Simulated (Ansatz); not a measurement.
Predict the output of the script below (Ansatz 0.2.0 through its Python package).

Script `hfru_hull.py`:
```python
# -*- coding: utf-8 -*-
'''Convex hull of a few Hf-Ru phases, after relaxing atoms and volume at fixed cell shape.'''

from collections import Counter
import warnings

import ansatz as az
import numpy as np

XC = 'pbesol'
K_SPACING = 0.26
SMEARING = 'fermi_dirac'
WIDTH_EV = 0.05

PHASES = {
    'HfRu Pm-3m': (
        [(3.233, 0.0, 0.0), (0.0, 3.233, 0.0), (0.0, 0.0, 3.233)],
        [
            ('Hf', (0.0, 0.0, 0.0)),
            ('Ru', (0.5, 0.5, 0.5)),
        ],
    ),
    'HfRu3 Pm-3m': (
        [(3.955773, 0.0, 0.0), (0.0, 3.955773, 0.0), (0.0, 0.0, 3.955773)],
        [
            ('Hf', (0.0, 0.0, 0.0)),
            ('Ru', (0.5, 0.5, 0.0)),
            ('Ru', (0.5, 0.0, 0.5)),
            ('Ru', (0.0, 0.5, 0.5)),
        ],
    ),
    'Hf': (
        [(3.1967, 0.0, 0.0), (-1.59835, 2.768423, 0.0), (0.0, 0.0, 5.0578)],
        [
            ('Hf', (1 / 3, 2 / 3, 0.25)),
            ('Hf', (2 / 3, 1 / 3, 0.75)),
        ],
    ),
    'Ru': (
        [(2.7058, 0.0, 0.0), (-1.3529, 2.343292, 0.0), (0.0, 0.0, 4.2819)],
        [
            ('Ru', (1 / 3, 2 / 3, 0.25)),
            ('Ru', (2 / 3, 1 / 3, 0.75)),
        ],
    ),
}


def build(vectors, sites):
    crystal = az.Crystal(lattice=az.Lattice.of(vectors))
    for symbol, position in sites:
        crystal = crystal.atom(symbol, position)
    return crystal


def compute(name, crystal):
    calc = (
        crystal.calculation()
        .functional(XC)
        .pseudopotentials('nc')
        .scf(algorithm='density_mixing')
        .kpoints(spacing=K_SPACING)
        .occupations(SMEARING, width=WIDTH_EV)
    )
    calc = calc.relax(force_tolerance=0.01, max_steps=40, fix_cell=['shape'])
    return calc.run(threads=1, backend='cpu')


def counts(outcome):
    return Counter(site.symbol for site in outcome.lattice.sites)

def formation_energy(outcome, mu):
    n = counts(outcome)
    return (outcome.report['energy_sigma0_ev'] - sum(k * mu[element] for element, k in n.items())) / sum(n.values())


def main():
    warnings.simplefilter('ignore', az.DeckWarning)

    phases = {name: build(*cell) for name, cell in PHASES.items()}

    done = {name: compute(name, crystal) for name, crystal in phases.items()}

    # chemical potentials of the elements at zero temperature
    references = {'Hf': 'Hf', 'Ru': 'Ru'}
    mu = {element: done[name].report['energy_sigma0_ev'] / len(done[name].lattice.sites) for element, name in references.items()}
    points = sorted((counts(o)['Ru'] / len(o.lattice.sites), formation_energy(o, mu), name) for name, o in done.items())

    # lower hull by a monotone chain
    hull = []
    for x, e, _ in points:
        while len(hull) > 1 and (hull[-1][0] - hull[-2][0]) * (e - hull[-2][1]) - (hull[-1][1] - hull[-2][1]) * (x - hull[-2][0]) <= 0:
            hull.pop()
        hull.append((x, e))
    rows = [(name, x, e, e - np.interp(x, *zip(*hull))) for x, e, name in points]
    print('     phase       x(Ru)  E_form (eV/atom)  above hull (eV/atom)')
    for row in rows:
        print(f'{str(row[0]):>10}  {row[1]:10.3f}  {row[2]:16.4f}  {row[3]:20.4f}')
    print('on the hull of these phases:', ', '.join(row[0] for row in rows if row[3] < 1e-6))


if __name__ == '__main__':
    main()
```

`python hfru_hull.py` gives:
```text
     phase       x(Ru)  E_form (eV/atom)  above hull (eV/atom)
        Hf       0.000            0.0000                0.0000
HfRu Pm-3m       0.500           -0.7638                0.0000
HfRu3 Pm-3m       0.750           -0.1756                0.2063
        Ru       1.000            0.0000                0.0000
on the hull of these phases: Hf, HfRu Pm-3m, Ru
```

What to keep in mind:
- The settings weren't tested for convergence.
- Spin is left out of this run.
- For the metals among these phases the mesh is modest: differences between phases can be off by up to 40 meV an atom.
- Atoms and volume are relaxed with the cell's shape held, which in cells of lower than cubic symmetry can hide stresses and shift volumes.
- Spin-orbit coupling, which matters for elements this heavy, is left out.
- The cells come from databases of deposited and of computed structures, and not all need be stable phases.
- Differences under about 40 meV an atom lie within the error of mesh and functional, so such verdicts may flip; only the cells listed enter the hull.
- The whole script took 94 s on 1 thread of Arm Neoverse V2, with other jobs on the host, peak memory 0.54 GiB.

(A comment or docstring line of the script was reworded after the run, the code is as it ran; lines on the test bed's own set-up are left out of the output.)
